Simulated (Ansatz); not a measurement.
# C2H5BFN: the cost of one run

Computed with Ansatz 0.2.0, Gaussian basis. Level: the settings change from run to run.

### Step 1. The molecule

The structure was relaxed beforehand with PBE0-D4 in a triple-zeta def2 set.

SMILES `BC(=N)CF`, 10 atoms, charge 0, spin multiplicity 1.

Atoms are counted from 1 here; the program's logs count them from 0.

Bond lengths: B1–C2 1.565 Å, B1–H6 1.195 Å, B1–H7 1.191 Å, C2–N3 1.273 Å, C2–C4 1.501 Å, N3–H8 1.025 Å, C4–F5 1.383 Å, C4–H9 1.096 Å, C4–H10 1.094 Å. Angles: C2–B1–H6 119.0°, C2–B1–H7 120.3°, H6–B1–H7 120.7°, B1–C2–N3 115.1°, B1–C2–C4 120.1°, N3–C2–C4 124.4°, C2–N3–H8 112.2°, C2–C4–F5 109.7°, C2–C4–H9 110.1°, C2–C4–H10 111.3°, F5–C4–H9 107.8°, F5–C4–H10 108.5°, H9–C4–H10 109.3°.

### Step 2. CAM-B3LYP/aug-pcseg-2

Options: unrestricted orbitals, atoms shaken by 0.15 Å, D4 dispersion.

in.yaml reads:

```yaml
crystal:
  periodic: [false, false, false]
  atoms:
    - {symbol: B, position_ang: [-0.300632, 0.124408, 1.256148]}
    - {symbol: C, position_ang: [0.452375, -0.189944, 0.021425]}
    - {symbol: N, position_ang: [1.423532, -0.595909, 0.260993]}
    - {symbol: C, position_ang: [-0.287353, -0.077113, -0.972120]}
    - {symbol: F, position_ang: [-1.400438, 1.370647, -1.076444]}
    - {symbol: H, position_ang: [-1.344997, -0.459537, 1.614497]}
    - {symbol: H, position_ang: [0.082892, 0.906875, 2.418047]}
    - {symbol: H, position_ang: [1.966773, -0.524904, -0.650976]}
    - {symbol: H, position_ang: [-0.470354, -0.925110, -1.433083]}
    - {symbol: H, position_ang: [0.114937, 0.692727, -2.141418]}
basis:
  gaussian: {orbitals: aug-pcseg-2}
magnetization: {spin_polarized: true, initial_magnetization: 0}
hamiltonian: {xc: {name: CAM-B3LYP}, dispersion: d4}
output: {forces: true}
```

Command:

```
> ansatz run in.yaml --threads 2 --pin off --events-out ev --progress --plain --max-ram 4352MiB
```

Q: Estimate wall time and peak memory on 2 threads of Arm Neoverse V1, shared host.

About 76 s, with a peak of 1.4 GiB.
